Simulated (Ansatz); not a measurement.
**F₂H₂OSeTi: up Jacob's ladder to CCSD(T)**

An exercise on one series of results from a longer session: the logs are not shown, and one member is left open.

The runs use Ansatz 0.2.0, Gaussian basis; functionals in def2-TZVPP, the program's frozen cores in correlated methods.

Plan: PBE-D4, r2SCAN-D4, PBE0-D4, B3LYP-D4, ωB97X-V, ωB97M-V, B2PLYP; CCSD(T)/def2-TZVPP; MP2/def2-QZVPP; extrapolation to the limit.

### The geometry

An earlier PBE0-D4 in a triple-zeta def2 set relaxation fixed the geometry.

7 atoms, charge 0, spin multiplicity 1.

Atoms are counted from 1 here; the program's logs count them from 0.

Bond lengths: O1–Ti2 1.759 Å, O1–H6 0.958 Å, Ti2–F3 1.753 Å, Ti2–F4 1.751 Å, Ti2–Se5 2.422 Å, Se5–H7 1.473 Å. Angles: Ti2–O1–H6 141.5°, O1–Ti2–F3 111.7°, O1–Ti2–F4 112.6°, O1–Ti2–Se5 103.7°, F3–Ti2–F4 109.0°, F3–Ti2–Se5 110.4°, F4–Ti2–Se5 109.2°, Ti2–Se5–H7 89.5°.

The first run:

Contents of in.yaml:

```yaml
crystal:
  periodic: [false, false, false]
  atoms:
    - {symbol: O, position_ang: [-1.748234, -0.019794, 0.106552]}
    - {symbol: Ti, position_ang: [-0.046777, -0.349811, -0.191139]}
    - {symbol: F, position_ang: [0.380489, -1.993229, 0.245439]}
    - {symbol: F, position_ang: [0.413508, -0.062958, -1.855610]}
    - {symbol: Se, position_ang: [1.103957, 1.231210, 1.237168]}
    - {symbol: H, position_ang: [-2.496601, 0.452240, -0.261207]}
    - {symbol: H, position_ang: [2.393649, 0.742352, 0.718798]}
basis:
  gaussian: {orbitals: def2-TZVPP}
hamiltonian: {xc: pbe, dispersion: d4}
output: {forces: true, orbitals: {seedname: orbitals}}
```

Started as:

```bash
> ansatz run in.yaml --threads 2 --pin off --events-out ev --progress --plain --max-ram 22528MiB --backend cpu
```

Among the steps run: PBE-D4 (GGA); r2SCAN-D4 (meta-GGA); PBE0-D4 (hybrid); B3LYP-D4 (hybrid); ωB97X-V (range-separated); ωB97M-V (range-separated); B2PLYP (double hybrid).

One of the session's tables, all rows but one given; the rest of the session is left out.

```
functional  HOMO (eV)  LUMO (eV)  gap (eV)
    PBE-D4      -6.33      -3.49      2.84
 r2SCAN-D4          ?          ?         ?
   PBE0-D4      -7.48      -2.57      4.91
  B3LYP-D4      -7.26      -2.84      4.41
   ωB97X-V      -9.69      -0.35      9.34
   ωB97M-V      -9.57      -0.35      9.22
```

**Question.** Estimate the row for r2SCAN-D4.

The run gave: HOMO (eV): -6.62; LUMO (eV): -3.45; gap (eV): 3.17. In the column «HOMO (eV)» it lies between B3LYP-D4 (-7.26) and PBE-D4 (-6.33).
